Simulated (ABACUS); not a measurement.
# Ta3AsAu2O13 under changes of volume

One of the cells (12.978 Å³/atom); the others are scaled copies at fixed shape and fractional positions:

```xyz
19
Lattice="5.4520 0.0000 0.0000 -2.7260 4.7216 0.0000 0.0000 0.0000 9.5790" Properties=species:S:1:pos:R:3 pbc="T T T"
Au    0.0000    3.1478    2.6273
Au    0.0000    3.1478    6.9517
Ta    0.0000    0.0000    1.8591
Ta    0.0000    0.0000    7.7199
Ta    2.7260    1.5739    0.0000
As    0.0000    0.0000    4.7895
O     0.0000    0.0000    0.0000
O    -1.3422    4.5861    3.4870
O    -0.5745    1.2662    3.4870
O     1.9167    3.5909    3.4870
O    -1.3422    4.5861    6.0921
O    -0.5745    1.2662    6.0921
O     1.9167    3.5909    6.0921
O     1.1852    1.5782    8.2230
O     3.4927    0.2373    8.2230
O     3.5002    2.9061    8.2230
O     1.1852    1.5782    1.3560
O     3.4927    0.2373    1.3560
O     3.5002    2.9061    1.3560
```

The cell was built by a generator and needn't be a form met in nature.

```yaml
Program: ABACUS 3.10.1
Functional: OLYP
Potentials_or_basis: PseudoDojo NC SR 0.4.1 PBE standard
Cutoff: 1143 eV
Density_cutoff: 4572 eV
Basis: plane waves
k_mesh: 4 × 4 × 2
Occupations: fermi-dirac, width 0.05 eV
Spin: no spin polarisation
```

```tsv
volume (Å³/atom)	energy over the lowest point (meV/atom)	pressure (GPa)	largest force (eV/Å)
12.200	20.70	10.8	0.568
12.459	?	?	?
12.719	0.36	2.1	0.186
12.978	0.00	-1.6	0.288
13.238	5.25	-4.9	0.450
13.497	15.52	-7.8	0.602
13.757	30.25	-10.4	0.744
```

What does the run at 12.459 Å³/atom give?

Energy over the lowest point 7.01 meV/atom; pressure 6.2 GPa; largest force 0.342 eV/Å.

Worked out: A Birch-Murnaghan fit of order 3 (a polynomial in V^(-2/3)) to the other rows has its minimum at 12.86 Å³/atom with B0 = V·E''(V) = 180 GPa and B' = 4.7 at fixed shape and positions, which overstates the stiffness. It gives 7.02 meV/atom at 12.459 Å³/atom, against the run's 7.01, and -dE/dV = 6.2 GPa, against 6.2.

Energies are extrapolated to zero smearing.

Caveats: there are fewer bands than atomic start orbitals, so a level may be missed at k points of high symmetry; the potentials were made for another functional, which shifts forces and pressure.
